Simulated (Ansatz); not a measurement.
**SiH₃NClOF: small, medium and large basis sets**

Aim: see how fast density functionals converge with the basis set for SiH₃NClOF.

The runs use Ansatz 0.2.0, Gaussian basis; one geometry, several basis sets.

Plan: PBE0-D4/def2-SVP; ωB97M-V/def2-SVP; PBE0-D4/def2-QZVPP; ωB97M-V/def2-QZVPP; the functionals' def2-TZVPP values are taken from earlier runs.

## 1. The geometry

The geometry comes from an earlier relaxation with PBE0-D4/def2-TZVP; it is a stationary point, not always the lowest conformer.

SMILES `N[Si](O)(F)Cl`, 8 atoms, charge 0, spin multiplicity 1.

Atoms are counted from 1 here; the program's logs count them from 0.

Bond lengths: N1–Si2 1.687 Å, N1–H6 1.006 Å, N1–H7 1.007 Å, Si2–O3 1.622 Å, Si2–F4 1.583 Å, Si2–Cl5 2.038 Å, O3–H8 0.958 Å. Angles: Si2–N1–H6 120.7°, Si2–N1–H7 120.9°, H6–N1–H7 112.3°, N1–Si2–O3 111.9°, N1–Si2–F4 115.0°, N1–Si2–Cl5 106.7°, O3–Si2–F4 103.4°, O3–Si2–Cl5 113.3°, F4–Si2–Cl5 106.6°, Si2–O3–H8 117.0°.

## 2. PBE0-D4 in def2-SVP

The input, in.yaml:

```yaml
crystal:
  periodic: [false, false, false]
  atoms:
    - {symbol: N, position_ang: [-0.731282, 0.739166, 0.597377]}
    - {symbol: Si, position_ang: [0.242615, -0.124384, -0.475791]}
    - {symbol: O, position_ang: [0.465195, -1.655750, 0.009021]}
    - {symbol: F, position_ang: [-0.349306, -0.283569, -1.935601]}
    - {symbol: Cl, position_ang: [1.981518, 0.922691, -0.663329]}
    - {symbol: H, position_ang: [-0.683331, 1.743200, 0.640719]}
    - {symbol: H, position_ang: [-1.633673, 0.387964, 0.874410]}
    - {symbol: H, position_ang: [0.800466, -1.786219, 0.897292]}
basis:
  gaussian: {orbitals: def2-SVP}
hamiltonian: {xc: pbe0, dispersion: d4}
output: {orbitals: {seedname: orbitals}}
```

Launch:

```bash
$ ansatz run in.yaml --threads 4 --pin off --events-out ev --progress --plain --max-ram 10444MiB
```

After this run come: ωB97M-V in def2-SVP; PBE0-D4 in def2-QZVPP; ωB97M-V in def2-QZVPP.

Q: Predict the results of all the runs planned. Wanted: PBE0-D4: double and triple zeta above quadruple; ωB97M-V: double and triple zeta above quadruple.

As calculated:

| quantity | value |
| --- | --- |
| PBE0-D4: double and triple zeta above quadruple | 16.50, 1.03 eV |
| ωB97M-V: double and triple zeta above quadruple | 16.56, 0.97 eV |

For PBE0-D4 the step from double to triple zeta gains 15.48 eV and the next only 1.03 eV. Total energies overstate the basis error of differences, where much of it tends to cancel. The LUMO of ωB97M-V is positive and keeps falling with the basis (2.75 to 1.30 eV): an unbound level that the basis holds in place.
